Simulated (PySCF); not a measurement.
# C4Cl2N2: the cost of one run

Programs: PySCF 2.14.0, with routines of our own; each step states its level. All values are computed. Atoms count from 0.

## 1. The system as given

8 atoms, charge 0, multiplicity 1; geometry from: GFN2-xTB.

## 2. Vibronic structure: TDA B3LYP/cc-pVDZ

What the job is given:

```
{"job": {"kind": "vib", "xc": "B3LYP", "basis": "cc-pVDZ", "tda": true}, "charge": 0, "multiplicity": 1}
N      2.955568     0.074606     0.398213
C      1.847736    -0.159496     0.225808
C      0.488105    -0.468200     0.011461
Cl     0.135058    -2.133381    -0.265555
C     -0.486247     0.471869     0.020221
Cl    -0.132097     2.136433     0.298567
C     -1.845837     0.162518    -0.193566
N     -2.953227    -0.074936    -0.364234
```

With the program's defaults for keys left out, this is: TDA B3LYP/cc-pVDZ vertical-gradient vibronic structure (displaced harmonic oscillators, Condon), gas phase.

Run with:

```sh
> OMP_NUM_THREADS=1 python excited_run.py task.json out
```

This one command runs all jobs of the session in turn.

**Question.** How long does this first job take on 1 thread of Intel Xeon 6975P-C, shared host, and how much memory does it need?

About 13 s, with a peak of 0.68 GiB.
